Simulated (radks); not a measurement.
**Ba²⁺ in [Xe]: an all-electron calculation**

The task here is to estimate one member of a computed series from the others.

Method: Dirac Kohn-Sham, BP86, spin-unpolarised, spherical densities, finite nucleus. Code: radks (a radial shooting solver on a logarithmic mesh, Libxc functionals) version 1.

### Starting point

* element: barium (Z = 56)
* charge: +2
* electrons: 54
* configuration: [Xe]
* nuclear rms radius: 4.8378 fm

The outer shells:

Ba²⁺
```
[Kr] core
4d [↑↓][↑↓][↑↓][↑↓][↑↓]
5s [↑↓]
5p [↑↓][↑↓][↑↓]
```

The first run:

Settings of this run:

```text
Z 56
configuration [Xe]
relativity Dirac
functional b88,p86
spin unpolarised
j_filling average
nucleus finite rms 4.8378 fm
c 137.035999084
```

Launch:

```sh
$ python run_ks.py task.json out
```

This one command runs every case of the session in turn.

One of the session's tables, all rows but one given; the rest of the session is left out.

It belongs to the step «Radial structure». From the orbitals of this run (lengths in bohr):

```
level      <r>  outermost maximum (interpolated)  90 % within  nodes
1s1/2  0.02558                            0.0164       0.0461      0
2s1/2   0.1093                            0.0930        0.170      1
2p1/2  0.09192                            0.0711        0.151      0
2p3/2  0.09792                            0.0761        0.159      0
3s1/2   0.2916                             0.267        0.429      2
3p1/2   0.2815                             0.253        0.423      1
3p3/2   0.2934                             0.264        0.440      1
3d3/2   0.2644                             0.213        0.415      0
3d5/2   0.2681                             0.216        0.420      0
4s1/2   0.6738                             0.625        0.969      3
4p1/2   0.6968                             0.637         1.02      2
4p3/2   0.7241                             0.661         1.05      2
4d3/2   0.7946                             0.691         1.20      1
4d5/2   0.8046                             0.699         1.21      1
5s1/2    1.632                              1.47         2.35      4
5p1/2    1.840                              1.62         2.68      3
5p3/2        ?                                 ?            ?      ?
```

**Question.** Estimate the row for 5p3/2.

As computed: <r>: 1.918; outermost maximum (interpolated): 1.69; 90 % within: 2.79; nodes: 3. In the column «<r>» it is the highest.
